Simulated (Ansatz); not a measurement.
# H4C: the cost of one run

Method: DFT PBEsol, plane waves, PAW, scalar-relativistic, no spin polarisation, in Ansatz 0.2.0.

### Step 1. The starting structure

The cell holds 40 atoms (C8H32): a = 7.958 Å, b = 7.958 Å, c = 7.958 Å, α = 90.00°, β = 90.00°, γ = 90.00°.

The coordinates stand in the first input below.

### Step 2. Relaxing the start

File input.yaml:

```yaml
accuracy: low
crystal:
  lattice:
    - [7.958114, 0.0, 0.0]
    - [0.0, 7.958114, 0.0]
    - [0.0, 0.0, 7.958114]
  atoms:
    - { symbol: C, position: [0.2321884, 0.705831, 0.2026737] }
    - { symbol: H, position: [0.1960871, 0.6045289, 0.2874263] }
    - { symbol: H, position: [0.192348, 0.8257801, 0.2553366] }
    - { symbol: H, position: [0.1721191, 0.687176, 0.0810508] }
    - { symbol: H, position: [0.3681996, 0.705839, 0.1868809] }
    - { symbol: C, position: [0.3689741, 0.0310921, 0.8947737] }
    - { symbol: H, position: [0.4523155, 0.1088839, 0.9706096] }
    - { symbol: H, position: [0.2962569, -0.0511328, 0.9766254] }
    - { symbol: H, position: [0.4433737, -0.0447156, 0.8083657] }
    - { symbol: H, position: [0.2839503, 0.1113331, 0.823494] }
    - { symbol: C, position: [0.9902362, 0.5200027, 0.9178634] }
    - { symbol: H, position: [1.0153329, 0.5446934, 1.0501849] }
    - { symbol: H, position: [0.9042244, 0.414049, 0.9067179] }
    - { symbol: H, position: [1.1076268, 0.4904193, 0.8538892] }
    - { symbol: H, position: [0.9337606, 0.6308491, 0.8606618] }
    - { symbol: C, position: [0.632194, 0.0044222, 0.4926378] }
    - { symbol: H, position: [0.6198824, 0.1138993, 0.4113259] }
    - { symbol: H, position: [0.7498598, 0.0122517, 0.5622214] }
    - { symbol: H, position: [0.6317248, -0.1093263, 0.4164176] }
    - { symbol: H, position: [0.5273089, 0.000864, 0.5805861] }
    - { symbol: C, position: [0.3840304, 0.4176576, 0.6949047] }
    - { symbol: H, position: [0.3650922, 0.3631206, 0.8190639] }
    - { symbol: H, position: [0.384018, 0.3181421, 0.6008562] }
    - { symbol: H, position: [0.5040943, 0.4834088, 0.6917651] }
    - { symbol: H, position: [0.282917, 0.5059587, 0.6679336] }
    - { symbol: C, position: [0.5940227, 0.3927298, 0.4198596] }
    - { symbol: H, position: [0.5350181, 0.5014088, 0.4786454] }
    - { symbol: H, position: [0.5184902, 0.3519133, 0.3131952] }
    - { symbol: H, position: [0.6031487, 0.2909084, 0.5109505] }
    - { symbol: H, position: [0.7194338, 0.4266886, 0.3766474] }
    - { symbol: C, position: [0.8940149, 0.8762963, 0.9833043] }
    - { symbol: H, position: [0.770154, 0.8232852, 0.9588762] }
    - { symbol: H, position: [0.8881356, 1.0127015, 0.9729354] }
    - { symbol: H, position: [0.9834366, 0.8273847, 0.8918721] }
    - { symbol: H, position: [0.9343334, 0.8418139, 1.1095336] }
    - { symbol: C, position: [0.9825434, 0.2039663, 0.5131838] }
    - { symbol: H, position: [1.0742485, 0.2808441, 0.5797302] }
    - { symbol: H, position: [0.931129, 0.1100885, 0.5985768] }
    - { symbol: H, position: [1.043432, 0.1412967, 0.407763] }
    - { symbol: H, position: [0.8813641, 0.2836357, 0.4666652] }
basis:
  ecutwfc: 420.0
kpoints:
  mp_grid: { grid: [1, 1, 1] }
hamiltonian:
  xc: pbesol
scf:
  occupations: { method: fermi_dirac, width: 0.05 }
  lower_state_search: "off"
relax:
  f_tol: 0.3
  max_steps: 15
  adjacent_minimum: "off"
```

On the command line:

```
$ ansatz run input.yaml --threads 1 --pin off --max-ram 3072MiB --backend cpu --events-out ev --progress --plain --runs-dir out
```

Q: Estimate wall time and peak memory on 1 thread of Intel Xeon 6975P-C (Granite Rapids), shared host.

About 6.4 s, with a peak of 0.47 GiB.
